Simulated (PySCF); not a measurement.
# H6N2Nd (Nd(NH3)23+): the cost of one run

Method: several levels, as the steps say, no spin–orbit coupling; program: PySCF 2.14.0.

3 further runs of the same task are left out: 2 for a known fault of the program, 1 set aside as unsound or not needed.

**1. Where the work starts**

9 atoms, charge 3, spin multiplicity 1.

Bond lengths: Nd1–N2 2.457 Å, Nd1–N6 2.457 Å, N2–H3 1.046 Å, N2–H4 1.048 Å, N2–H5 1.048 Å, N6–H7 1.048 Å, N6–H8 1.048 Å, N6–H9 1.046 Å. Angles: N2–Nd1–N6 113.3°, Nd1–N2–H3 116.5°, Nd1–N2–H4 115.5°, Nd1–N2–H5 114.4°, H3–N2–H4 102.9°, H3–N2–H5 103.0°, H4–N2–H5 102.7°, Nd1–N6–H7 115.7°, Nd1–N6–H8 114.3°, Nd1–N6–H9 116.3°, H7–N6–H8 102.8°, H7–N6–H9 102.9°, H8–N6–H9 103.0°.

As a file:

```csv
atom,x (Å),y (Å),z (Å)
Nd1,-0.65757,-0.94747,0.00014
N2,0.11091,0.16406,2.05195
H3,1.00242,0.70698,1.98290
H4,-0.55518,0.85933,2.46482
H5,0.29309,-0.48565,2.85342
N6,0.11043,0.16372,-2.05234
H7,1.06936,-0.10126,-2.38046
H8,-0.48339,-0.02629,-2.89426
H9,0.15272,1.20894,-2.02616
```

Formal oxidation states: Nd +3. Each metal's 3 4f electrons lie in its core potential, so multiplicities, spins and levels count the valence alone. An earlier session relaxed this geometry at TPSS, Nd lcecp-1-SVP with ECP49, N def2-SVP, H def2-SVP (singlet, point group C1).

At TPSS on the finer grid: E = -145.841060 Eh, HOMO -24.10 eV, LUMO -18.81 eV, Mulliken charge on Nd1 +2.09 e, largest force component 0.013 eV/Å. 

Levels to run: r2SCAN; M06-L; BP86; revPBE; TPSS, TZVP. Hardware: 2 threads of Arm Neoverse V1, shared host.

**2. r2SCAN**

The input, run.py (the lines that set the calculation):

```python
mol = gto.M(atom='''
Nd    -0.65757    -0.94747     0.00014
N      0.11091     0.16406     2.05195
H      1.00242     0.70698     1.98290
H     -0.55518     0.85933     2.46482
H      0.29309    -0.48565     2.85342
N      0.11043     0.16372    -2.05234
H      1.06936    -0.10126    -2.38046
H     -0.48339    -0.02629    -2.89426
H      0.15272     1.20894    -2.02616''',
    basis={'Nd': 'lcecp-1-SVP', 'N': 'def2-SVP', 'H': 'def2-SVP'},
    ecp={'Nd': 'lcecp-1-SVP'},
    charge=3, spin=0)
mf = dft.RKS(mol, xc='R2SCAN')
mf.grids.atom_grid = (75, 302)  # f atoms: unpruned, at least (60, 302)
mf = mf.density_fit()  # fitting sets: Nd AutoAux, N def2-universal-JKFIT, H def2-universal-JKFIT
mf.conv_tol = 1e-08; mf.max_cycle = 55
mf.kernel(dm0)  # dm0: the density of the relaxed state
```

Launch:

```sh
$ OMP_NUM_THREADS=2 python run.py
```

**Question.** How long does this run take on 2 threads of Arm Neoverse V1, shared host?

About 7.1 s.
